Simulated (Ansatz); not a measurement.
**AlCl₃H₂O: how energies converge with the basis set**

An exercise on one series of results from a longer session: the logs are not shown, and one member is left open.

Method: one geometry, several basis sets; program: Ansatz 0.2.0, Gaussian basis.

Levels to be run: PBE0-D4/def2-SVP; ωB97M-V/def2-SVP; PBE0-D4/def2-QZVPP; ωB97M-V/def2-QZVPP; the functionals' def2-TZVPP values are taken from earlier runs.

## Structure used throughout

All runs share one geometry, relaxed beforehand with PBE0-D4 in a triple-zeta def2 set.

SMILES `[OH2+][Al-]([Cl])([Cl])[Cl]`, 7 atoms, charge 0, spin multiplicity 1.

Atoms are counted from 1 here; the program's logs count them from 0.

Bond lengths: O1–Al2 1.948 Å, O1–H6 0.967 Å, O1–H7 0.967 Å, Al2–Cl3 2.112 Å, Al2–Cl4 2.091 Å, Al2–Cl5 2.112 Å. Angles: Al2–O1–H6 111.7°, Al2–O1–H7 111.7°, H6–O1–H7 108.6°, O1–Al2–Cl3 97.2°, O1–Al2–Cl4 105.6°, O1–Al2–Cl5 97.2°, Cl3–Al2–Cl4 116.9°, Cl3–Al2–Cl5 117.4°, Cl4–Al2–Cl5 116.9°.

The first run:

Input file in.yaml:

```yaml
crystal:
  periodic: [false, false, false]
  atoms:
    - {symbol: O, position_ang: [-0.708510, 0.516675, 0.761127]}
    - {symbol: Al, position_ang: [0.327410, -0.534140, -0.510434]}
    - {symbol: Cl, position_ang: [2.096032, -0.665462, 0.635989]}
    - {symbol: Cl, position_ang: [-0.752962, -2.302576, -0.789637]}
    - {symbol: Cl, position_ang: [0.297817, 0.863956, -2.092843]}
    - {symbol: H, position_ang: [-0.990596, 1.359617, 0.381129]}
    - {symbol: H, position_ang: [-0.207989, 0.693830, 1.568970]}
basis:
  gaussian: {orbitals: def2-SVP}
hamiltonian: {xc: pbe0, dispersion: d4}
output: {orbitals: {seedname: orbitals}}
```

Among the steps run: PBE0-D4 in def2-SVP; ωB97M-V in def2-SVP; PBE0-D4 in def2-QZVPP; ωB97M-V in def2-QZVPP.

One of the session's tables, all rows but one given; the rest of the session is left out.

It belongs to the step «Density functionals: the series». 

| functional | basis | HOMO (eV) |
| --- | --- | --- |
| PBE0-D4 | def2-SVP | ? |
| PBE0-D4 | def2-TZVPP | -8.70 |
| PBE0-D4 | def2-QZVPP | -8.75 |
| ωB97M-V | def2-SVP | -10.69 |
| ωB97M-V | def2-TZVPP | -10.94 |
| ωB97M-V | def2-QZVPP | -11.02 |

**Question.** Estimate the row for PBE0-D4, def2-SVP.

**Answer.** HOMO (eV): -8.51. In the column «HOMO (eV)» it is the highest.
